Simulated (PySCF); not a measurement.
# C₆H₄BrCl: magnetic properties

What do calculations give for the magnetic properties of C₆H₄BrCl (`C=C1C(=C)C(Br)=C1Cl`)?

Computed with PySCF 2.14.0 and routines of our own; the level stands in each step. Atoms count from 0.

## 1. The starting structure

12 atoms, charge 0, multiplicity 1; geometry from: GFN2-xTB.

## 2. Magnetic properties: GIAO wB97X-D/pcSseg-1

The job: settings as JSON, then the geometry in Å.

```
{"job": {"kind": "mag", "xc": "wB97X-D", "basis": "pcSseg-1", "isotopologues": 2}, "charge": 0, "multiplicity": 1}
C     -0.840040    -1.817828    -0.068555
C     -0.039659    -0.768333    -0.029855
C     -0.201005     0.717526     0.025395
C     -1.197216     1.582331     0.058000
C      1.270599     0.804358     0.025732
Br     2.441588     2.251339     0.079335
C      1.420656    -0.545988    -0.024619
Cl     2.741016    -1.599409    -0.066585
H     -0.448830    -2.819809    -0.106949
H     -1.909499    -1.703403    -0.063470
H     -2.221825     1.255793     0.047973
H     -1.014586     2.642736     0.097571
```

Level: GIAO wB97X-D/pcSseg-1 magnetisability, rotational g tensor and spin-rotation constants, non-relativistic, gas phase.

Command:

```
$ OMP_NUM_THREADS=1 python excited_run.py task.json out
```

This one command runs all jobs of the session in turn.

What it wrote:

```text
coarse grid: 54616 points
cycle   1  E = -3264.8771196891  dE =  5.375e-01  |g| = 8.214e-01  |ddm| = 4.233e+00
cycle   2  E = -3264.8514298924  dE =  2.569e-02  |g| = 6.985e-01  |ddm| = 1.224e+00
cycle   3  E = -3264.9423838620  dE = -9.095e-02  |g| = 2.215e-01  |ddm| = 8.629e-01
cycle   4  E = -3264.9542293837  dE = -1.185e-02  |g| = 5.598e-02  |ddm| = 2.327e-01
cycle   5  E = -3264.9547820826  dE = -5.527e-04  |g| = 1.082e-02  |ddm| = 5.842e-02
cycle   6  E = -3264.9548265611  dE = -4.448e-05  |g| = 5.049e-03  |ddm| = 2.506e-02
cycle   7  E = -3264.9548348496  dE = -8.288e-06  |g| = 1.190e-03  |ddm| = 7.540e-03
final grid: 113560 points
cycle   8  E = -3264.9547107823  dE = -3.035e-06  |g| = 1.567e-03  |ddm| = 7.842e-03
cycle   9  E = -3264.9547109353  dE = -1.529e-07  |g| = 1.464e-03  |ddm| = 2.903e-03
cycle  10  E = -3264.9547113307  dE = -3.955e-07  |g| = 2.615e-04  |ddm| = 1.433e-03
cycle  11  E = -3264.9547113569  dE = -2.615e-08  |g| = 1.068e-04  |ddm| = 3.552e-04
cycle  12  E = -3264.9547113660  dE = -9.103e-09  |g| = 2.812e-05  |ddm| = 2.822e-04
cycle  13  E = -3264.9547113667  dE = -6.821e-10  |g| = 1.769e-05  |ddm| = 7.730e-05
converged SCF energy = -3264.9547113667

Magnetisability tensor (1e-30 J/T^2)
    -1360.44      -13.98       -1.06
      -13.98    -1373.96       14.62
       -1.06       14.62    -1765.11
isotropic -1499.83   principal values   -1765.65  -1382.36  -1351.49
isotropic susceptibility -90.322 1e-6 cm^3/mol

Inertial axes            a          b          c
rot. const./GHz      1.5238     0.8833     0.5592
chi total           -83.220    -81.416   -106.330
chi diamagnetic    -867.630  -1321.538  -2066.836
chi paramagnetic    784.410   1240.122   1960.506
quadrupole/D A        5.409      3.267     -8.676
g nuclear            0.5386     0.5011     0.5149
g electronic        -0.5615    -0.5146    -0.5150
g total             -0.0230    -0.0135    -0.0002

Spin-rotation constants (kHz, H = +C I.J)
atom  isotope        aa         bb         cc
  5   79Br        1.054      2.071      0.832
  7   35Cl        0.565      0.132      0.106
  8     1H       -0.014     -0.008     -0.067
  9     1H       -0.118      0.054     -0.067
 10     1H       -0.030      0.004     -0.067
 11     1H        0.105     -0.075     -0.067
  0    13C*       0.455      0.344      0.059
  1    13C*       0.559      0.434      0.100
  2    13C*       0.755      0.327      0.097
  3    13C*       0.588      0.269      0.059
  4    13C*       0.643      0.376      0.113
  6    13C*       0.541      0.458      0.115
* in the singly substituted isotopologue

Isotopologues: g along a, b, c
2H    at 8,9,10,11         -0.0214    -0.0128    -0.0002
13C   at 0                 -0.0229    -0.0133    -0.0002
```

Wall time 46 s (1 thread of Arm Neoverse V2, shared host); peak memory 0.98 GiB.

From this job:

```csv
quantity,value
magnetisability,-1500·10⁻³⁰ J/T²
molar susceptibility,-90.3·10⁻⁶ cm³/mol
"rotational g (a, b, c)","-0.0230, -0.0135, -0.0002"
```

## 3. Magnetic properties: GIAO revPBE/6-31G*, grid 3

The job, as its differences from that of step 2:

```diff
@@ -1,2 +1,2 @@
-{"job": {"kind": "mag", "xc": "wB97X-D", "basis": "pcSseg-1", "isotopologues": 2}, "charge": 0, "multiplicity": 1}
+{"job": {"kind": "mag", "xc": "revPBE", "basis": "6-31G*", "grid": 3}, "charge": 0, "multiplicity": 1}
 C     -0.840040    -1.817828    -0.068555
```

Level: GIAO revPBE/6-31G* magnetisability, rotational g tensor and spin-rotation constants, non-relativistic, gas phase.

What it wrote:

```text
coarse grid: 54616 points
cycle   1  E = -3264.5394184374  dE =  1.582e-01  |g| = 5.283e-01  |ddm| = 4.252e+00
cycle   2  E = -3264.2767823213  dE =  2.626e-01  |g| = 1.046e+00  |ddm| = 1.816e+00
cycle   3  E = -3264.5725984862  dE = -2.958e-01  |g| = 3.708e-01  |ddm| = 1.546e+00
cycle   4  E = -3264.6112743045  dE = -3.868e-02  |g| = 9.999e-02  |ddm| = 5.051e-01
cycle   5  E = -3264.6138876254  dE = -2.613e-03  |g| = 3.775e-02  |ddm| = 1.944e-01
cycle   6  E = -3264.6142130118  dE = -3.254e-04  |g| = 1.485e-02  |ddm| = 5.217e-02
cycle   7  E = -3264.6142716956  dE = -5.868e-05  |g| = 6.623e-03  |ddm| = 2.588e-02
cycle   8  E = -3264.6142822479  dE = -1.055e-05  |g| = 2.164e-03  |ddm| = 8.528e-03
cycle   9  E = -3264.6142835177  dE = -1.270e-06  |g| = 3.059e-04  |ddm| = 2.823e-03
final grid: 163248 points
cycle  10  E = -3264.6143235553  dE =  1.403e-07  |g| = 7.930e-04  |ddm| = 2.322e-03
cycle  11  E = -3264.6143218566  dE =  1.699e-06  |g| = 2.508e-03  |ddm| = 3.676e-03
cycle  12  E = -3264.6143237428  dE = -1.886e-06  |g| = 2.007e-04  |ddm| = 2.731e-03
cycle  13  E = -3264.6143237528  dE = -9.965e-09  |g| = 5.566e-05  |ddm| = 2.879e-04
cycle  14  E = -3264.6143237536  dE = -8.358e-10  |g| = 1.625e-05  |ddm| = 7.302e-05
converged SCF energy = -3264.6143237536

Magnetisability tensor (1e-30 J/T^2)
    -1328.63      -14.21       -1.05
      -14.21    -1337.04       14.37
       -1.05       14.37    -1721.54
isotropic -1462.40   principal values   -1722.07  -1347.34  -1317.79
isotropic susceptibility -88.068 1e-6 cm^3/mol

Inertial axes            a          b          c
rot. const./GHz      1.5238     0.8833     0.5592
chi total           -81.066    -79.432   -103.706
chi diamagnetic    -865.379  -1319.568  -2066.001
chi paramagnetic    784.313   1240.135   1962.296
quadrupole/D A        4.449      2.783     -7.231
g nuclear            0.5386     0.5011     0.5149
g electronic        -0.5615    -0.5146    -0.5155
g total             -0.0229    -0.0135    -0.0006

Spin-rotation constants (kHz, H = +C I.J)
atom  isotope        aa         bb         cc
  5   79Br        1.183      1.908      0.754
  7   35Cl        0.552      0.150      0.104
  8     1H       -0.017     -0.016     -0.070
  9     1H       -0.122      0.046     -0.070
 10     1H       -0.044      0.002     -0.070
 11     1H        0.092     -0.077     -0.069
  0    13C*       0.423      0.294      0.055
  1    13C*       0.518      0.379      0.095
  2    13C*       0.661      0.301      0.092
  3    13C*       0.505      0.250      0.055
  4    13C*       0.565      0.333      0.112
  6    13C*       0.497      0.387      0.112
* in the singly substituted isotopologue
```

Wall time 35 s (1 thread of Arm Neoverse V2, shared host); peak memory 0.68 GiB.

Key values:

```csv
quantity,value
magnetisability,-1462·10⁻³⁰ J/T²
molar susceptibility,-88.1·10⁻⁶ cm³/mol
"rotational g (a, b, c)","-0.0229, -0.0135, -0.0006"
```

## 4. Magnetic properties side by side

```csv
level,ξ (10⁻³⁰ J/T²),g(a),g(b),gap (eV),functions,time
GIAO wB97X-D/pcSseg-1,-1500,-0.0230,-0.0135,8.78,187,46 s
"GIAO revPBE/6-31G*, grid 3",-1462,-0.0229,-0.0135,3.59,142,35 s
```

## 5. Results

| quantity | value |
| --- | --- |
| magnetisability (step 2, GIAO wB97X-D/pcSseg-1) | -1500·10⁻³⁰ J/T² |
| molar susceptibility (step 2, GIAO wB97X-D/pcSseg-1) | -90.3·10⁻⁶ cm³/mol |
| rotational g (a, b, c) (step 2, GIAO wB97X-D/pcSseg-1) | -0.0230, -0.0135, -0.0002 |
| magnetisability over the levels | -1500 to -1462·10⁻³⁰ J/T² |

What this shows: Steps that list no spin-orbit terms leave them out, which matters at and beside the heavy atoms. The magnetisability spreads by 2.5 % over 2 levels, from GIAO wB97X-D/pcSseg-1 (46 s) to GIAO revPBE/6-31G*, grid 3 (35 s); the runs took 35 s to 46 s. Two levels can agree by chance, so this spread shows no convergence. Vibrational averaging and real surroundings are missing from these values.
